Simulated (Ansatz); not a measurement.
# Mn (sc type): the cost of one run

Method: DFT LDA, with the methods named in each step, in Ansatz 0.2.0.

1 further run of the same task is left out (it didn't finish). Runs told in other sessions of the task aren't counted.

### Step 1. The starting structure

Symmetry: Pm-3m, No. 221, cubic system. The conventional cell has a = 2.229 Å, b = 2.229 Å, c = 2.229 Å, α = 90.00°, β = 90.00°, γ = 90.00°. Mn (site symmetry m-3m) is surrounded by 6 Mn at 2.23 Å.

As a file:

```
Mn
1.0
     2.22921    0.00000    0.00000
     0.00000    2.22921    0.00000
     0.00000    0.00000    2.22921
Mn
1
Direct
  0.00000 0.00000 0.00000
```

Whether this phase is the stable one at these pressures isn't tested.

### Step 2. The reference volume, LAPW

input.yaml reads:

```yaml
crystal:
  lattice:
    - [2.2292059014, 0.0, 0.0]
    - [0.0, 2.2292059014, 0.0]
    - [0.0, 0.0, 2.2292059014]
  atoms:
    - { symbol: Mn, position: [0.0, 0.0, 0.0], spin: 3.0 }
magnetization:
  spin_polarized: true
kpoints:
  mp_grid: { grid: [19, 19, 19] }
  band_path:
    path:
      - [0.0, 0.0, 0.0]
      - [0.0, 0.5, 0.0]
      - [0.5, 0.5, 0.0]
      - [0.0, 0.0, 0.0]
      - [0.5, 0.5, 0.5]
      - [0.0, 0.5, 0.0]
      - [0.5, 0.5, 0.5]
      - [0.5, 0.5, 0.0]
    npoints: 14
scf:
  occupations: { method: fermi_dirac, width: 0.1 }
hamiltonian:
  xc: lda
  pseudopotentials: { kind: all_electron, lapw: { basis_error: 0.001 } }
output:
  forces: true
  stress: true
  eigenvalues: true
  populations: true
  dos: { projected: true, de: 0.2, e_range: [-14, 8] }
```

The run is started by

```sh
ansatz run input.yaml --threads 1 --pin off --max-ram 3072MiB --backend cpu --events-out ev --progress --plain --runs-dir out
```

What time and memory should one allow on 1 thread of Arm Neoverse V1, shared host?

About 50 s, with a peak of 0.48 GiB.
